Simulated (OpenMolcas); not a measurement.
**Eu³⁺ among point charges: CASSCF levels and susceptibility**

Aim: the splitting of the states of Eu³⁺ in the field of 6 point charges, its lowest levels with spin-orbit coupling and its magnetic susceptibility.

Method: state-averaged CASSCF, spin-orbit coupling by RASSI with atomic mean-field integrals. Code: OpenMolcas 26.06.

## 1. The atom as given

| Item | Value |
| --- | --- |
| Species | Eu³⁺ (europium, Z = 63, 60 electrons) |
| Basis | ANO-RCC-VTZP [8s7p5d3f2g1h], 104 functions |
| Scalar Hamiltonian | DKH2, point nucleus |
| Inactive shells | 1s 2s 2p 3s 3p 3d 4s 4p 4d 5s 5p |
| Active space | 6 electrons in 7 orbitals (4f) |
| Some configurations of this space | 4f⁶ |
| Orbitals | optimised for the highest spin of each parity, averaged over all roots |

The outer shells:

4f6
```
4f [↑ ][↑ ][↑ ][↑ ][↑ ][↑ ][  ]
```

The ion sits among 6 point charges of -1 e arranged as an octahedron (Oh), 2.63 Å from the ion.

The work runs as a chain of OpenMolcas steps in one folder; each step below is one input file. Labels, J, g values, rates, χT and fits are worked out afterwards by a script from the matrices that RASSI stores. The input lists half of the charges; inversion (Group=XYZ) makes the rest.

## 2. One- and two-electron integrals

a.inp

```
&GATEWAY
Coord
1

Eu 0.0 0.0 0.0
Basis=ANO-RCC-VTZP
Group=XYZ
NoMove
AngMom=0.0 0.0 0.0
AMFI
XField
3 Angstrom 0
2.630000 0.000000 0.000000 -1.000000
0.000000 2.630000 0.000000 -1.000000
0.000000 0.000000 2.630000 -1.000000
&SEWARD
```

## 3. CASSCF: septets of even parity, 7 roots

a.inp

```
&RASSCF
FileOrb=start.orb
Symmetry=1
Spin=7
nActEl=6 0 0
Inactive=15 12
Ras2=0 7
CIRoot=7 7 1
SDav=7
CIMx=300
Iter=120 100
PrWF=0.3
OrbListing=Nothing
MaxOrb=0
>>> COPY $Project.JobIph JOB001
```

start.orb holds the contracted functions of the basis, ordered by shell, or the orbitals of the step before.

## 4. CASSCF: quintets of even parity, 140 roots

a.inp

```
&RASSCF
FileOrb=start.orb
Symmetry=1
Spin=5
nActEl=6 0 0
Inactive=15 12
Ras2=0 7
CIRoot=140 140 1
SDav=140
CIMx=300
Iter=120 100
PrWF=0.3
OrbListing=Nothing
MaxOrb=0
CIOnly
>>> COPY $Project.JobIph JOB002
```

## 5. Reference wave functions, triplets of even parity, 162 roots

a.inp

```
&RASSCF
FileOrb=start.orb
Symmetry=1
Spin=3
nActEl=6 0 0
Inactive=15 12
Ras2=0 7
CIRoot=162 162 1
SDav=588
CIMx=300
Iter=120 100
PrWF=0.3
OrbListing=Nothing
MaxOrb=0
CIOnly
>>> COPY $Project.JobIph JOB003
```

## 6. State interaction with spin-orbit coupling

a.inp

```
&RASSI
NrOfJobIphs=3 7 77 3
1 2 3 4 5 6 7
1 2 3 4 5 6 7 8 9 10 11 12 13 14 15 16 17 18 19 20 21 22 23 24 25 26 27
28 29 30 31 32 33 34 35 36 37 38 39 40 41 42 43 44 45 46 47 48 49 50 51
52 53 54 55 56 57 58 59 60 61 62 63 64 65 66 67 68 69 70 71 72 73 74 75
76 77
1 2 3
IphNames
JOB001
JOB002
JOB003
EJob
SpinOrbit
DIPRint=1.0
SOCoupling=1000.0
Subsets=2
Property=9
'ANGMOM' 1 'ANGMOM' 2 'ANGMOM' 3 'MLTPL  1' 1 'MLTPL  1' 2 'MLTPL  1' 3
'AMFI' 1 'AMFI' 2 'AMFI' 3
SOProperty=3
'ANGMOM' 1 'ANGMOM' 2 'ANGMOM' 3
```

What does the calculation give? Wanted: spin-free ground state; first state of the same spin within the active space; lowest level; next level.

**Answer**, as computed:

```
                                            quantity                            value
                                              method                           CASSCF
                              spin-free ground state  7T1, 3-fold in its orbital part
first state of the same spin within the active space                  7T2 at 121 cm⁻¹
                                        lowest level                        1-fold A1
                                          next level                       375.2 cm⁻¹
                                         χT at 300 K                   1.29 cm³ K/mol
                           effective moment at 300 K                          3.22 μB
```

In words: The spin-free ground state (7T1) comes to 100 % from free-ion F terms and keeps the highest spin of the shell. The quintets, triplets rest on orbitals optimised for another spin in at least one step, which raises them against the optimised states. Not all states of the active space went into the spin-orbit step. High states of lower spin are left out of the spin-orbit mixing, and CASSCF puts spin-flip levels too high. This is an electrostatic model: the charges have no orbitals.
